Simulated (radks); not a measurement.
# A spherical jellium cluster from 20 to 23 electrons

Aim: add electrons one at a time to a jellium sphere with rs = 2.61 bohr, try the lowest free levels for each, keep the configuration of least energy, and see where shells close. The background charge grows with the count, so each cluster is neutral; its cation and anion are computed too.

The numbers are computed with radks (version 2): non-relativistic spin-polarised Kohn-Sham, LDA (Slater exchange, Perdew-Wang correlation), spherically averaged shells.

### 1 The system

* well: a jellium sphere with rs = 2.61 bohr
* functional: LDA (Slater exchange, Perdew-Wang correlation)
* levels: named by radial order: 1s, 1p, 1d, 2s, 1f and so on
* units: hartree and bohr; summary energies in eV
* configuration carried in: 1s2 1p6 1d10 2s(up 1, down 0) (N = 19, energy -0.935774)

Further steps of the session: N = 20; Electron number 21; 22 electrons; N = 23.

**Question.** What will these runs give? Wanted: closed shells at N; largest second difference; most unpaired electrons; ionisation energies; polarisability at N = 20; configuration at N = 23.

The runs gave:

```
                 quantity                                value
       closed shells at N                                   20
largest second difference  1.41 eV at N = 20 (of N = 20 to 22)
  most unpaired electrons                          3 at N = 23
      ionisation energies                      3.89 to 5.25 eV
 polarisability at N = 20                          577.0 bohr³
  configuration at N = 23    1s2 1p6 1d10 2s2 1f(up 3, down 0)
```

What this shows: Shells close at N = 20, and the second difference peaks there. Up to 3 electrons are unpaired (N = 23), since exchange favours parallel spins. The polarisability at N = 20 is 1.62 times the classical R³, since electrons spill past the background. The anion gave no bound, converged state at N = 20, 21, 22 and 23; semilocal functionals bind extra electrons too weakly, through self-interaction. The ions keep the filling of the neutral cluster, less or plus one electron, without a search of their own. The model keeps every shell spherical, so real clusters and dots, which can deform, may order levels otherwise.
